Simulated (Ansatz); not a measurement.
# LuSe, space group Fm-3m: a series of slab calculations

Program: Ansatz 0.2.0 through its Python package.

The cells in order, each with its output:

**Cell 1**
```python
import warnings

import ansatz as az
from ase import Atoms
from ase.build import surface
import numpy as np
import pandas as pd
```

**Cell 2**
```python
warnings.simplefilter('ignore', az.DeckWarning)
```

**Cell 3**
```python
atoms = Atoms(
    ['Lu', 'Se'],
    scaled_positions=[
        [0.0, 0.0, 0.0],
        [0.5, 0.5, 0.5],
    ],
    cell=[
        [0.0, 2.788, 2.788],
        [2.788, 0.0, 2.788],
        [2.788, 2.788, 0.0],
    ],
    pbc=True,
)
# the plane is named in the basis of this cell
rows = []
for value in [3.0, 4.0, 5.0, 6.5, 8.0]:
    slab = surface(atoms, (0, 0, 1), 2, vacuum=value)
    slab.pbc = True
    job = (
        az.Crystal.from_ase(slab).calculation()
        .functional('pbesol')
        .occupations('Fermi-Dirac')
        .kpoints(5, 5, 1)
        .electric_field(axis=3, dipole_correction=True)
    )
    r = job.run(threads=1, pin='off').report
    face = r['work_function']
    rows.append((value, len(slab), r['free_energy_ev'], face['dipole_moment_e_ang'], face.get('phi_plus_ev'), face.get('phi_minus_ev')))
```
Output:
```text
RunWarning: efield: at this solve's end the planar-averaged density reaches 3.07e-2 e/Å³ inside the ramp window [0.8577, 0.1423] (bound 1e-5 e/Å³); the window's nearer edge stands 1.46 Å from this solve's nearest atom along the axis. Its work functions, free [...]
```

**Cell 4**
```python
print(pd.DataFrame(rows, columns=['vacuum each side (A)', 'atoms', 'F (eV)', 'dipole (e A)', 'phi upper (eV)', 'phi lower (eV)']).round(4).to_string(index=False))
```
Output:
```text
 vacuum each side (A)  atoms      F (eV)  dipole (e A)  phi upper (eV)  phi lower (eV)
                  3.0      4 -40075.6725       -0.2198          6.1404          2.9812
                  4.0      4 -40075.6980       -0.1683          6.1519          3.8018
                  5.0      4 -40075.7010       -0.1571          6.1272          3.9999
                  6.5      4 -40075.7014       -0.1549          6.1188          4.0366
                  8.0      4 -40075.7014       -0.1549          6.1192          4.0378
```

Caveats:
- Absolute energies stand on the zero of these potentials, so only differences at equal settings mean something. A total without «per atom» is that of the whole cell that was run.
- The density doesn't vanish in the vacuum (a short gap or a low cutoff), which blurs the vacuum level.
- The starting cell is as deposited in a crystallographic database; the results hold for this polymorph, which needn't be the stable one.
- Warnings are shown shortened and without file and line.
- The slabs are thin, unrelaxed cuts of the structure as given, on a modest mesh, so the surface energy isn't converged; Miller indices refer to the cell as typed, and unlike faces give only a mean.
- The script silences the warnings on its input, which a real study should read.
- The whole script took 20 s on 1 thread of Intel(R) Xeon(R) Platinum 8488C (Sapphire Rapids), on a shared host, peak memory 0.61 GiB.
